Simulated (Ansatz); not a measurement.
# Dimethyl telluride (C₂H₆Te): up Jacob's ladder to CCSD(T)

An exercise on one series of results from a longer session: the logs are not shown, and one member is left open.

Program: Ansatz 0.2.0, Gaussian basis. Level of theory: functionals in def2-TZVPP, the program's frozen cores in correlated methods. These are calculated values, not measurements.

The runs, in order: LDA (SPW92), PBE-D4, revPBE-D4, BLYP-D4, r2SCAN-D4, B97M-V, PBE0-D4, B3LYP-D4, r2SCANh-D4, r2SCAN0-D4, HSE06-D4, BHLYP-D4, CAM-B3LYP-D4, LC-ωPBE, ωB97X-V, ωB97M-V, B2PLYP, PBE-QIDH; CCSD(T)/def2-SVP; CCSD(T)/def2-TZVPP; MP2/def2-QZVPP; extrapolation to the limit; RPA on PBE.

### The relaxed structure

All runs share one geometry, relaxed beforehand with PBE0-D4 in a triple-zeta def2 set. Te takes the def2 core potential; no spin-orbit term is included.

SMILES `C[Te]C`, 9 atoms, charge 0, spin multiplicity 1.

Atoms are counted from 1 here; the program's logs count them from 0.

Bond lengths: C1–Te2 2.136 Å, C1–H4 1.088 Å, C1–H5 1.089 Å, C1–H6 1.088 Å, Te2–C3 2.136 Å, C3–H7 1.088 Å, C3–H8 1.089 Å, C3–H9 1.088 Å. Angles: Te2–C1–H4 109.8°, Te2–C1–H5 107.3°, Te2–C1–H6 109.8°, H4–C1–H5 109.5°, H4–C1–H6 110.7°, H5–C1–H6 109.5°, C1–Te2–C3 94.5°, Te2–C3–H7 109.8°, Te2–C3–H8 107.3°, Te2–C3–H9 109.8°, H7–C3–H8 109.5°, H7–C3–H9 110.7°, H8–C3–H9 109.5°.

Geometry (Å):

| atom | x (Å) | y (Å) | z (Å) |
| --- | --- | --- | --- |
| C1 | -0.7772 | 1.0191 | -0.8912 |
| Te2 | 1.2436 | 0.3715 | -0.6460 |
| C3 | 0.7821 | -1.0339 | 0.8952 |
| H4 | -1.3996 | 0.1800 | -1.1962 |
| H5 | -0.7815 | 1.7785 | -1.6723 |
| H6 | -1.1419 | 1.4516 | 0.0385 |
| H7 | 0.0941 | -1.7865 | 0.5148 |
| H8 | 1.7165 | -1.5104 | 1.1894 |
| H9 | 0.3526 | -0.5162 | 1.7507 |

Set-up of the first run:

in.yaml reads:

```yaml
crystal:
  periodic: [false, false, false]
  atoms:
    - {symbol: C, position_ang: [-0.777244, 1.019131, -0.891185]}
    - {symbol: Te, position_ang: [1.243556, 0.371452, -0.645979]}
    - {symbol: C, position_ang: [0.782103, -1.033940, 0.895183]}
    - {symbol: H, position_ang: [-1.399551, 0.180033, -1.196228]}
    - {symbol: H, position_ang: [-0.781498, 1.778461, -1.672257]}
    - {symbol: H, position_ang: [-1.141927, 1.451562, 0.038548]}
    - {symbol: H, position_ang: [0.094088, -1.786499, 0.514802]}
    - {symbol: H, position_ang: [1.716492, -1.510388, 1.189443]}
    - {symbol: H, position_ang: [0.352581, -0.516212, 1.750674]}
basis:
  gaussian: {orbitals: def2-TZVPP}
hamiltonian: {xc: lda}
output: {orbitals: {seedname: orbitals}}
```

Steps of the session up to this table: LDA; PBE-D4 (GGA); revPBE-D4 (GGA); BLYP-D4 (GGA); r2SCAN-D4 (meta-GGA); B97M-V (meta-GGA); PBE0-D4 (hybrid); B3LYP-D4 (hybrid); r2SCANh-D4 (hybrid); r2SCAN0-D4 (hybrid); HSE06-D4 (hybrid); BHLYP-D4 (hybrid); CAM-B3LYP-D4 (range-separated); LC-ωPBE-D4 (range-separated; the results give it without D4); ωB97X-V (range-separated); ωB97M-V (range-separated); B2PLYP (double hybrid); PBE-QIDH (double hybrid).

One table of the session follows, with a row left open; its other results are not shown here.

It belongs to the step «Frontier levels by functional». 

| functional | HOMO (eV) | gap (eV) |
| --- | --- | --- |
| LDA (SPW92) | -4.75 | 3.39 |
| PBE-D4 | -4.62 | 3.43 |
| revPBE-D4 | -4.57 | 3.46 |
| BLYP-D4 | -4.47 | 3.36 |
| r2SCAN-D4 | -4.83 | 3.89 |
| B97M-V | -4.86 | 3.84 |
| PBE0-D4 | -5.65 | 5.28 |
| B3LYP-D4 | -5.45 | 4.83 |
| r2SCANh-D4 | -5.21 | 4.56 |
| r2SCAN0-D4 | ? | ? |
| HSE06-D4 | -5.26 | 4.52 |
| BHLYP-D4 | -6.55 | 6.97 |
| CAM-B3LYP-D4 | -6.90 | 7.47 |
| LC-ωPBE | -8.20 | 9.92 |
| ωB97X-V | -7.88 | 9.46 |
| ωB97M-V | -7.78 | 9.12 |

Q: Estimate the row for r2SCAN0-D4 from the others.

Worked estimate for «HOMO (eV)». Against the share of exact exchange, r2SCAN-D4 (0, -4.83), r2SCANh-D4 (0.1, -5.21) give a slope of -3.80 per unit share; at 0.25 the line stands at -5.78.

**Answer.** HOMO (eV): -5.79; gap (eV): 5.57. In «HOMO (eV)» the line misses by +0.01.
